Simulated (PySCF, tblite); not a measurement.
# C₅H₁₅NSi₂: infrared bands, NMR shifts, electronic excitations and core binding energies at several levels of theory, part 3 of 3

tblite 0.8.0 and PySCF 2.14.0. Atoms count from 0. Earlier steps stand in the parts before.

### Step 8. Core holes by ΔSCF: SCAN, X2C

The job: settings as JSON, then the geometry in Å.

```
{"job": {"kind": "xps"}, "charge": 0, "multiplicity": 1}
C      1.291582     2.153898     0.341062
N      0.783906     0.841217     0.024239
Si     1.712796    -0.618065     0.230770
Si     3.995192    -0.099413     0.382834
C     -0.644562     0.817664    -0.145026
C     -1.592635     0.967737     1.071849
C     -2.558938     0.007686     0.354216
C     -1.369294    -0.495443    -0.484462
H      0.971432     2.889085    -0.420840
H      0.943439     2.527822     1.324170
H      2.392015     2.166870     0.357810
H      1.519722    -1.548846    -0.926651
H      1.354991    -1.416911     1.456682
H      4.308399     0.678922     1.622463
H      4.454768     0.696654    -0.798542
H      4.769929    -1.379326     0.424616
H     -0.925127     1.580734    -0.898722
H     -1.949380     1.973317     1.341204
H     -1.144758     0.495589     1.961008
H     -3.291015     0.551130    -0.262455
H     -3.098936    -0.730252     0.964474
H     -1.519051    -0.747221    -1.544635
H     -0.892289    -1.356661     0.012160
```

Level: delta-SCF UKS SCAN, pcX-2 on the ionised atom, pcseg-1 elsewhere, spin-free X2C.

The log of the run:

```text
ground state, core basis on atom 0 (C), 226 functions
  cycle   1  E = -834.19809466  |g| = 5.28e-01
  cycle   2  E = -834.10375179  |g| = 7.94e-01
  cycle   3  E = -834.27009305  |g| = 1.21e-01
  cycle   4  E = -834.27302422  |g| = 5.79e-02
  cycle   5  E = -834.27379827  |g| = 1.09e-02
  cycle   6  E = -834.27382378  |g| = 4.53e-03
  cycle   7  E = -834.27382931  |g| = 1.02e-03
  cycle   8  E = -834.27382826  |g| = 2.13e-04
  E(ground) = -834.35332553 Eh
hole in C 1s of atom 0
  cycle   1  E = -823.00336565  |g| = 1.51e+00
  cycle   2  E = -821.97258420  |g| = 2.02e+00
  cycle   3  E = -823.49583127  |g| = 3.92e-01
  cycle   4  E = -823.53946768  |g| = 2.41e-01
  cycle   5  E = -823.56550216  |g| = 7.09e-02
  cycle   6  E = -823.56727211  |g| = 2.33e-02
  cycle   7  E = -823.56753204  |g| = 9.06e-03
  cycle   8  E = -823.56758383  |g| = 3.07e-03
  cycle   9  E = -823.56759027  |g| = 1.59e-03
  cycle  10  E = -823.56759450  |g| = 8.16e-04
  cycle  11  E = -823.56759451  |g| = 2.46e-04
  E(ion) = -823.64580811 Eh   <S^2> = 0.7708   hole on atom = 1.000   binding energy = 291.366 eV
ground state, core basis on atom 1 (N), 226 functions
  cycle   1  E = -834.28823407  |g| = 7.47e-02
  cycle   2  E = -834.28818616  |g| = 2.70e-02
  cycle   3  E = -834.28818295  |g| = 2.78e-02
  cycle   4  E = -834.28834325  |g| = 4.95e-03
  cycle   5  E = -834.28834801  |g| = 6.27e-04
  cycle   6  E = -834.28834813  |g| = 1.41e-04
  E(ground) = -834.36630981 Eh
hole in N 1s of atom 1
  cycle   1  E = -818.71287838  |g| = 1.88e+00
  cycle   2  E = -817.55004188  |g| = 2.37e+00
  cycle   3  E = -819.34116260  |g| = 4.87e-01
  cycle   4  E = -819.41787413  |g| = 2.16e-01
  cycle   5  E = -819.44100873  |g| = 6.74e-02
  cycle   6  E = -819.44297503  |g| = 8.72e-03
  cycle   7  E = -819.44301344  |g| = 3.59e-03
  cycle   8  E = -819.44302365  |g| = 9.27e-04
  cycle   9  E = -819.44302264  |g| = 4.86e-04
  E(ion) = -819.51893282 Eh   <S^2> = 0.7654   hole on atom = 1.000   binding energy = 404.018 eV
ground state, core basis on atom 2 (Si), 237 functions
  cycle   1  E = -834.37026547  |g| = 2.87e-01
  cycle   2  E = -834.37032502  |g| = 3.77e-02
  cycle   3  E = -834.37031844  |g| = 2.89e-02
  cycle   4  E = -834.37044515  |g| = 5.30e-03
  cycle   5  E = -834.37045567  |g| = 8.08e-04
  cycle   6  E = -834.37045329  |g| = 1.57e-04
  E(ground) = -834.40884207 Eh
hole in Si 1s of atom 2
  cycle   1  E = -765.44417720  |g| = 4.35e+00
  cycle   2  E = -765.16237596  |g| = 2.30e+00
  cycle   3  E = -765.90407821  |g| = 9.37e-01
  cycle   4  E = -766.45945268  |g| = 3.18e-01
  cycle   5  E = -766.50461625  |g| = 1.56e-01
  cycle   6  E = -766.51556296  |g| = 5.97e-02
  cycle   7  E = -766.51708140  |g| = 2.20e-02
  cycle   8  E = -766.51730350  |g| = 5.09e-03
  cycle   9  E = -766.51731615  |g| = 1.47e-03
  cycle  10  E = -766.51731815  |g| = 4.44e-04
  E(ion) = -766.56355013 Eh   <S^2> = 0.7523   hole on atom = 1.000   binding energy = 1846.164 eV
hole in Si 2p of atom 2
  cycle   1  E = -830.10379945  |g| = 1.24e+00
  cycle   2  E = -829.77012327  |g| = 1.25e+00
  cycle   3  E = -830.37493894  |g| = 3.20e-01
  cycle   4  E = -830.43316353  |g| = 1.40e-01
  cycle   5  E = -830.43963126  |g| = 8.31e-02
  cycle   6  E = -830.44323048  |g| = 1.47e-02
  cycle   7  E = -830.44332116  |g| = 5.71e-03
  cycle   8  E = -830.44333752  |g| = 1.37e-03
  cycle   9  E = -830.44333828  |g| = 4.29e-04
  E(ion) = -830.49281421 Eh   <S^2> = 0.7523   hole on atom = 1.003   binding energy = 106.561 eV
  2p3/2 = 106.335 eV   2p1/2 = 106.958 eV
ground state, core basis on atom 3 (Si), 237 functions
  cycle   1  E = -834.36476538  |g| = 2.86e-01
  cycle   2  E = -834.36486719  |g| = 3.13e-02
  cycle   3  E = -834.36487704  |g| = 2.20e-02
  cycle   4  E = -834.36498740  |g| = 4.88e-03
  cycle   5  E = -834.36499239  |g| = 1.03e-03
  cycle   6  E = -834.36499067  |g| = 1.78e-04
  E(ground) = -834.40354285 Eh
hole in Si 1s of atom 3
  cycle   1  E = -765.44682433  |g| = 4.35e+00
  cycle   2  E = -761.36700813  |g| = 2.89e+00
  cycle   3  E = -743.21107992  |g| = 3.93e+00
  cycle   4  E = -766.21823614  |g| = 6.41e-01
  cycle   5  E = -766.39923651  |g| = 4.77e-01
  cycle   6  E = -766.50695098  |g| = 1.46e-01
  cycle   7  E = -766.51586532  |g| = 5.16e-02
  cycle   8  E = -766.51714501  |g| = 1.10e-02
  cycle   9  E = -766.51719572  |g| = 5.84e-03
  cycle  10  E = -766.51721544  |g| = 1.04e-03
  cycle  11  E = -766.51721425  |g| = 2.81e-04
  E(ion) = -766.56323940 Eh   <S^2> = 0.7525   hole on atom = 1.000   binding energy = 1846.029 eV
hole in Si 2p of atom 3
  cycle   1  E = -830.10490627  |g| = 1.23e+00
  cycle   2  E = -828.35662972  |g| = 1.70e+00
  cycle   3  E = -830.05922107  |g| = 7.95e-01
  cycle   4  E = -830.41732166  |g| = 1.67e-01
  cycle   5  E = -830.43093687  |g| = 1.26e-01
  cycle   6  E = -830.43845118  |g| = 3.78e-02
  cycle   7  E = -830.43912253  |g| = 1.12e-02
  cycle   8  E = -830.43918799  |g| = 2.45e-03
  cycle   9  E = -830.43919276  |g| = 1.16e-03
  cycle  10  E = -830.43919432  |g| = 3.75e-04
  E(ion) = -830.48892688 Eh   <S^2> = 0.7529   hole on atom = 1.002   binding energy = 106.522 eV
  2p3/2 = 106.325 eV   2p1/2 = 106.948 eV
ground state, core basis on atom 4 (C), 226 functions
  cycle   1  E = -834.27590435  |g| = 5.96e-02
  cycle   2  E = -834.27592245  |g| = 1.97e-02
  cycle   3  E = -834.27597406  |g| = 1.62e-02
  cycle   4  E = -834.27604515  |g| = 2.74e-03
  cycle   5  E = -834.27605009  |g| = 3.95e-04
  E(ground) = -834.35606522 Eh
hole in C 1s of atom 4
  cycle   1  E = -822.99737533  |g| = 1.52e+00
  cycle   2  E = -821.45107300  |g| = 2.35e+00
  cycle   3  E = -823.49684939  |g| = 4.15e-01
  cycle   4  E = -823.54565309  |g| = 2.67e-01
  cycle   5  E = -823.57464956  |g| = 9.66e-02
  cycle   6  E = -823.57839237  |g| = 1.87e-02
  cycle   7  E = -823.57858889  |g| = 7.79e-03
  cycle   8  E = -823.57863180  |g| = 3.15e-03
  cycle   9  E = -823.57864118  |g| = 1.73e-03
  cycle  10  E = -823.57864391  |g| = 6.08e-04
  cycle  11  E = -823.57864324  |g| = 1.98e-04
  E(ion) = -823.65695341 Eh   <S^2> = 0.7737   hole on atom = 1.000   binding energy = 291.138 eV
ground state, core basis on atom 5 (C), 226 functions
  cycle   1  E = -834.27520890  |g| = 5.87e-02
  cycle   2  E = -834.27513900  |g| = 2.54e-02
  cycle   3  E = -834.27517211  |g| = 2.26e-02
  cycle   4  E = -834.27529814  |g| = 2.64e-03
  cycle   5  E = -834.27530141  |g| = 5.82e-04
  cycle   6  E = -834.27530051  |g| = 9.44e-05
  E(ground) = -834.35531272 Eh
hole in C 1s of atom 5
  cycle   1  E = -823.03521262  |g| = 1.51e+00
  cycle   2  E = -821.87274522  |g| = 2.12e+00
  cycle   3  E = -823.52201291  |g| = 4.51e-01
  cycle   4  E = -823.56538240  |g| = 3.21e-01
  cycle   5  E = -823.61089983  |g| = 7.59e-02
  cycle   6  E = -823.61306902  |g| = 2.70e-02
  cycle   7  E = -823.61339985  |g| = 7.67e-03
  cycle   8  E = -823.61343686  |g| = 2.45e-03
  cycle   9  E = -823.61344300  |g| = 1.40e-03
  cycle  10  E = -823.61344388  |g| = 7.16e-04
  cycle  11  E = -823.61344585  |g| = 2.05e-04
  E(ion) = -823.69197390 Eh   <S^2> = 0.7709   hole on atom = 1.000   binding energy = 290.164 eV
ground state, core basis on atom 6 (C), 226 functions
  cycle   1  E = -834.27539988  |g| = 5.86e-02
  cycle   2  E = -834.27532667  |g| = 2.59e-02
  cycle   3  E = -834.27536913  |g| = 2.24e-02
  cycle   4  E = -834.27549261  |g| = 1.15e-03
  cycle   5  E = -834.27549357  |g| = 4.33e-04
  E(ground) = -834.35571708 Eh
hole in C 1s of atom 6
  cycle   1  E = -823.02978982  |g| = 1.51e+00
  cycle   2  E = -821.04125685  |g| = 2.42e+00
  cycle   3  E = -823.41905390  |g| = 6.06e-01
  cycle   4  E = -823.50384993  |g| = 4.49e-01
  cycle   5  E = -823.59777585  |g| = 1.02e-01
  cycle   6  E = -823.60227149  |g| = 2.57e-02
  cycle   7  E = -823.60261458  |g| = 9.38e-03
  cycle   8  E = -823.60266339  |g| = 3.87e-03
  cycle   9  E = -823.60267452  |g| = 1.81e-03
  cycle  10  E = -823.60267699  |g| = 7.09e-04
  cycle  11  E = -823.60267762  |g| = 3.05e-04
  E(ion) = -823.68172608 Eh   <S^2> = 0.7703   hole on atom = 1.000   binding energy = 290.454 eV
```

Wall time 5.7 min (1 thread of Arm Neoverse N1, shared host); peak memory 0.66 GiB.

The holes in one table. −ε is the ground-state orbital energy:

```csv
hole,stands for,environment,ΔSCF (eV; 2p as the shell's mean),−ε (eV),⟨S²⟩
C1s on C0,C0,methyl carbon bonded to N,291.37,274.3,0.771
N1s on N1,N1,"nitrogen bonded to 2 C, Si",404.02,385.7,0.765
Si1s on Si2,Si2,"silicon bonded to N, Si, 2 H",1846.16,1793.4,0.752
Si2p on Si2,Si2,"silicon bonded to N, Si, 2 H",106.54,96.2,0.752
Si1s on Si3,Si3,"silicon bonded to Si, 3 H",1846.03,1793.2,0.753
Si2p on Si3,Si3,"silicon bonded to Si, 3 H",106.53,96.0,0.753
C1s on C4,C4,sp3 CH bonded to N,291.14,274.6,0.774
C1s on C5,"C5, C7",sp3 CH2 in a ring,290.16,273.5,0.771
C1s on C6,C6,sp3 CH2 in a ring,290.45,273.7,0.770
```

Each hole run stands for the others of its class of like atoms.

With the spin-orbit splitting: Si2 2p3/2 106.33, 2p1/2 106.96 eV; Si3 2p3/2 106.32, 2p1/2 106.95 eV. The table gives each 2p level as the mean over the whole 2p shell (two parts 2p3/2, one part 2p1/2), which differs a little from the single hole in the log.

### Step 9. NMR shieldings: PBE0/pcSseg-1 in chloroform

Settings changed since step 8:

```diff
@@ -1,2 +1,2 @@
-{"job": {"kind": "xps"}, "charge": 0, "multiplicity": 1}
+{"job": {"kind": "nmr", "xc": "PBE0", "basis": "pcSseg-1", "solvent": "chloroform", "pop": true}, "charge": 0, "multiplicity": 1}
 C      1.291582     2.153898     0.341062
```

Level: GIAO PBE0/pcSseg-1 NMR shielding, non-relativistic, IEF-PCM chloroform.

The log of the run:

```text
coarse grid: 19040 points
cycle   1  E = -832.5773384066  dE =  5.786e-01  |g| = 3.854e-01  |ddm| = 4.193e+00
cycle   2  E = -832.5632076908  dE =  1.413e-02  |g| = 4.671e-01  |ddm| = 9.042e-01
cycle   3  E = -832.6156976725  dE = -5.249e-02  |g| = 6.247e-02  |ddm| = 5.522e-01
cycle   4  E = -832.6162869420  dE = -5.893e-04  |g| = 3.279e-02  |ddm| = 8.786e-02
cycle   5  E = -832.6165216353  dE = -2.347e-04  |g| = 5.565e-03  |ddm| = 3.348e-02
cycle   6  E = -832.6165274046  dE = -5.769e-06  |g| = 1.617e-03  |ddm| = 5.771e-03
final grid: 171464 points
cycle   7  E = -832.6626245770  dE = -4.260e-05  |g| = 8.568e-03  |ddm| = 3.544e-02
cycle   8  E = -832.6626130785  dE =  1.150e-05  |g| = 1.095e-02  |ddm| = 1.981e-02
cycle   9  E = -832.6626436249  dE = -3.055e-05  |g| = 7.590e-04  |ddm| = 1.120e-02
cycle  10  E = -832.6626437246  dE = -9.972e-08  |g| = 3.035e-04  |ddm| = 9.005e-04
cycle  11  E = -832.6626437428  dE = -1.815e-08  |g| = 6.478e-05  |ddm| = 3.035e-04
cycle  12  E = -832.6626437436  dE = -8.399e-10  |g| = 2.397e-05  |ddm| = 9.760e-05
converged SCF energy = -832.6626437436

GIAO shielding tensors (ppm)
atom      isotropic    diamagn.    paramagn.     s11        s22        s33       span
  0 C      145.204     242.959     -97.755    121.188    131.823    182.601     61.413
  1 N      236.652     329.119     -92.468    196.940    219.841    293.174     96.234
  2 Si     403.290     881.917    -478.627    344.207    384.640    481.022    136.815
  3 Si     459.680     880.557    -420.877    454.770    457.004    467.266     12.496
  4 C      126.272     243.720    -117.449    103.320    113.779    161.716     58.396
  5 C      153.427     253.211     -99.784    143.092    145.930    171.259     28.167
  6 C      168.250     253.150     -84.901    156.810    170.661    177.278     20.468
  7 C      152.613     249.201     -96.588    136.957    149.818    171.063     34.106
  8 H       28.975      28.909       0.066     25.026     26.017     35.881     10.855
  9 H       28.728      29.217      -0.489     24.397     26.574     35.211     10.814
 10 H       28.837      30.158      -1.320     22.824     29.726     33.962     11.138
 11 H       26.382      31.380      -4.998     22.188     25.686     31.273      9.085
 12 H       26.103      30.963      -4.860     21.869     25.362     31.079      9.210
 13 H       27.660      29.140      -1.480     24.424     26.135     32.420      7.997
 14 H       27.682      29.187      -1.505     24.375     25.959     32.710      8.334
 15 H       27.884      28.476      -0.592     24.767     25.223     33.663      8.897
 16 H       28.115      32.790      -4.674     24.002     28.447     31.898      7.896
 17 H       29.178      30.930      -1.752     24.771     27.210     35.554     10.783
 18 H       29.622      32.252      -2.629     27.177     28.954     32.737      5.560
 19 H       29.668      30.397      -0.730     26.222     26.871     35.910      9.688
 20 H       29.599      29.590       0.009     25.398     26.470     36.929     11.530
 21 H       29.083      31.375      -2.292     25.070     26.490     35.690     10.620
 22 H       28.994      32.738      -3.744     25.490     29.387     32.105      6.616
```

Wall time 90 s (1 thread of Arm Neoverse N1, shared host); peak memory 1.3 GiB.

Key values: δ C4 58.9, C0 40.0, C5 32.1, C6 16.9, H11 5.00, H13 3.51 ppm (means over like atoms).

### Step 10. Comparing the runs: NMR shifts

Shifts (ppm) of some atoms, chosen among heavy atoms and hydrogens apart, means over like atoms, with basis size and wall time:

```csv
run,C4,C5,H11,H16,N1,Si2,Si3,functions,time
PBE0/pcSseg-1,58.5,31.6,5.06,3.06,29.1,-51.4,-108.0,225,1.8 min
wB97X-D/pcSseg-1,57.4,31.3,4.90,2.97,24.5,-50.7,-106.1,225,1.8 min
PBE0/pcSseg-1 in chloroform,58.9,32.1,5.00,3.13,31.1,-51.4,-107.8,225,90 s
```

### Step 11. Outcome

What follows sums up all 3 parts.

| quantity | value |
| --- | --- |
| strongest single infrared mode (GFN2-xTB) | 2212 cm⁻¹, 479 km/mol |
| zero-point energy (GFN2-xTB) | 115.5 kcal/mol |
| point group | C1 |
| rotational constants (main isotopes) | 3.24, 0.69, 0.61 GHz |
| 13C shifts against TMS (PBE0/pcSseg-1, means over atoms taken as alike) | 58.5, 39.5, 31.6, 16.6 ppm |
| 1H shifts against TMS (PBE0/pcSseg-1, means over atoms taken as alike) | 5.06, 3.54, 3.06, 2.37, 2.10, 1.94, 1.65, 1.54 ppm |
| 15N shifts against NH3 (PBE0/pcSseg-1) | 29.1 ppm |
| 29Si shifts against TMS (PBE0/pcSseg-1) | -51.4, -108.0 ppm |
| surface potential, 1st and 99th percentile | -0.51 V and 0.74 V |
| lowest singlet (CAM-B3LYP/def2-SVPD) | 5.74 eV (216 nm), f = 0.001 |
| brightest single state of those computed | state 10, 7.57 eV, f = 0.039 |
| lowest triplet | 5.53 eV |
| vertical ionisation energy (ΔSCF) | 8.06 eV |
| C1s binding energies, SCAN/pcX-2 | C0 291.37, C4 291.14, C6 290.45, C5 290.16 eV |
| Si1s binding energies, SCAN/pcX-2 | Si2 1846.16, Si3 1846.03 eV |
| Si2p binding energies, SCAN/pcX-2 | Si2 106.54, Si3 106.53 eV |
| N1s binding energies, SCAN/pcX-2 | N1 404.02 eV |
| range of the shift of N1 | 24.5 to 31.1 ppm |

Single values in the summary come from the first run of each kind that ended normally (PBE0/pcSseg-1; CAM-B3LYP/def2-SVPD; SCAN/pcX-2), which need not be the best level. All 63 modes are real, so the xTB geometry is a minimum. The strongest single mode, at 2212 cm⁻¹, moves mainly H13. GFN2-xTB is a fitted tight-binding method: band positions and strengths are rough. Its intensities can rank the bands wrongly. Over 8 steps the energy fell by 0.263 eV; of the close pairs, Si3–H15 changed most, 1.437 to 1.497 Å (PBE0/def2-SVP). No frequency check was run at this level, so the end point may be a saddle. At PBE0/pcSseg-1: Shielding is most anisotropic at Si2 (span 137 ppm, paramagnetic term -479 ppm). The lowest singlet, at 5.74 eV, is HOMO→LUMO+2 0.45, HOMO→LUMO+1 0.31 and is dark; of the 10 states computed, the strongest absorption comes from state 10 at 7.57 eV (the last computed, so partners may be missing). The lowest triplet lies 0.21 eV below the lowest singlet (triplets in Tamm-Dancoff, singlets in full TDDFT). At CAM-B3LYP/def2-SVPD, the highest states lie near or above the ionisation energy, where they hang on the basis. The orbital energy would give 7.61 eV for ionisation, ΔSCF gives 8.06 eV. C0 (methyl carbon bonded to N) binds its C1s electron 1.20 eV more tightly than C5 (sp3 CH2 in a ring). Si2 (silicon bonded to N, Si, 2 H) binds its Si1s electron 0.14 eV more tightly than Si3 (silicon bonded to Si, 3 H). In ppm, N1 moves most: its shift spreads over 6.7 ppm, from 24.5 (wB97X-D/pcSseg-1) to 31.1 (PBE0/pcSseg-1 in chloroform). Part of that comes from the computed reference.
